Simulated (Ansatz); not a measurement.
# KNiF3: the cost of one run

Computed with Ansatz 0.2.0 (DFT LDA+U (U_eff = 2 eV on Ni d, around-mean-field double counting), plane waves, PAW, unless a step's input says otherwise).

The COD entry's cell or inner coordinates are ideal or old and differ from later refinements, so a difference from it is no clean test against experiment.

**1. Starting point**

The structure is cubic, space group Pm-3m (No. 221). The conventional cell has a = 4.000 Å, b = 4.000 Å, c = 4.000 Å, α = 90.00°, β = 90.00°, γ = 90.00°. Around K (site symmetry m-3m) lie 12 F at 2.83 Å. Around Ni (site symmetry m-3m) lie 6 F at 2.00 Å. Around F (site symmetry 4/mmm) lie 2 Ni at 2.00 Å and 4 K at 2.83 Å.

Coordinates:

```
CELL_PARAMETERS angstrom
4.00000 0.00000 0.00000
0.00000 4.00000 0.00000
0.00000 0.00000 4.00000
ATOMIC_POSITIONS crystal
K 0.00000 0.00000 0.00000
Ni 0.50000 0.50000 0.50000
F 0.50000 0.50000 0.00000
F 0.00000 0.50000 0.50000
F 0.50000 0.00000 0.50000
```

Magnetic order typed: ferromagnetic.

An earlier series on this cell reached its lowest free state from «from atoms, symmetry kept, no search», perhaps among other starts.

**2. Random orbitals: single harmonics, second filling**

The input, input.yaml:

```yaml
crystal:
  lattice:
    - [4.0, 0.0, 0.0]
    - [0.0, 4.0, 0.0]
    - [0.0, 0.0, 4.0]
  atoms:
    - { symbol: K, position: [0.0, 0.0, 0.0] }
    - { symbol: Ni, position: [0.5, 0.5, 0.5], spin: 0.3, spin_axis: [0.57735, 0.57735, 0.57735] }
    - { symbol: F, position: [0.5, 0.5, 0.0] }
    - { symbol: F, position: [0.0, 0.5, 0.5] }
    - { symbol: F, position: [0.5, 0.0, 0.5] }
basis:
  ecutwfc: 420
  ecutrho_ratio: 4
kpoints:
  mp_grid: { grid: [5, 5, 5] }
hamiltonian:
  xc: lda
  hubbard:
    sites:
      - { site: 1, l: d, u_eff: 2.0, starting_ns: [{ occupation_matrix: s1 }] }
    double_counting: amf
    occupation_matrices:
      s1:
        spinor_matrix:
          - [[0.97, 0.0], [0.0, 0.0], [0.0, 0.0], [0.0, 0.0], [0.0, 0.0], [0.0, 0.0], [0.0, 0.0], [0.0, 0.0], [0.0, 0.0], [0.0, 0.0]]
          - [[0.0, 0.0], [0.97, 0.0], [0.0, 0.0], [0.0, 0.0], [0.0, 0.0], [0.0, 0.0], [0.0, 0.0], [0.0, 0.0], [0.0, 0.0], [0.0, 0.0]]
          - [[0.0, 0.0], [0.0, 0.0], [0.97, 0.0], [0.0, 0.0], [0.0, 0.0], [0.0, 0.0], [0.0, 0.0], [0.0, 0.0], [0.0, 0.0], [0.0, 0.0]]
          - [[0.0, 0.0], [0.0, 0.0], [0.0, 0.0], [0.76924, 0.0], [0.0, 0.0], [0.0, 0.0], [0.0, 0.0], [0.0, 0.0], [0.27424, -0.27424], [0.0, 0.0]]
          - [[0.0, 0.0], [0.0, 0.0], [0.0, 0.0], [0.0, 0.0], [0.22076, 0.0], [0.0, 0.0], [0.0, 0.0], [0.0, 0.0], [0.0, 0.0], [-0.27424, 0.27424]]
          - [[0.0, 0.0], [0.0, 0.0], [0.0, 0.0], [0.0, 0.0], [0.0, 0.0], [0.97, 0.0], [0.0, 0.0], [0.0, 0.0], [0.0, 0.0], [0.0, 0.0]]
          - [[0.0, 0.0], [0.0, 0.0], [0.0, 0.0], [0.0, 0.0], [0.0, 0.0], [0.0, 0.0], [0.97, 0.0], [0.0, 0.0], [0.0, 0.0], [0.0, 0.0]]
          - [[0.0, 0.0], [0.0, 0.0], [0.0, 0.0], [0.0, 0.0], [0.0, 0.0], [0.0, 0.0], [0.0, 0.0], [0.97, 0.0], [0.0, 0.0], [0.0, 0.0]]
          - [[0.0, 0.0], [0.0, 0.0], [0.0, 0.0], [0.27424, 0.27424], [0.0, 0.0], [0.0, 0.0], [0.0, 0.0], [0.0, 0.0], [0.22076, 0.0], [0.0, 0.0]]
          - [[0.0, 0.0], [0.0, 0.0], [0.0, 0.0], [0.0, 0.0], [-0.27424, -0.27424], [0.0, 0.0], [0.0, 0.0], [0.0, 0.0], [0.0, 0.0], [0.76924, 0.0]]
    ns_hold: { iters: 12 }
scf:
  occupations: { method: gaussian, width: 0.05 }
  lower_state_search: "off"
  max_iter: 150
output:
  forces: true
  stress: true
  eigenvalues: true
  populations: true
  hubbard: { sites: [{ site: 1, l: d }] }
magnetization:
  noncollinear: true
  spin_orbit: true
```

The typed matrices put 0.97 on the chosen orbitals and 0.02 on the others, and are held for 12 cycles. This run includes spin–orbit coupling.

Started as:

```bash
> ansatz run input.yaml --threads 4 --pin off --max-ram 6144MiB --backend cpu --events-out ev --progress --plain --runs-dir out
```

**Question.** How long does this run take on 4 threads of AMD EPYC (Zen 3), shared host, and how much memory does it need?

About 55 s, with a peak of 0.89 GiB.
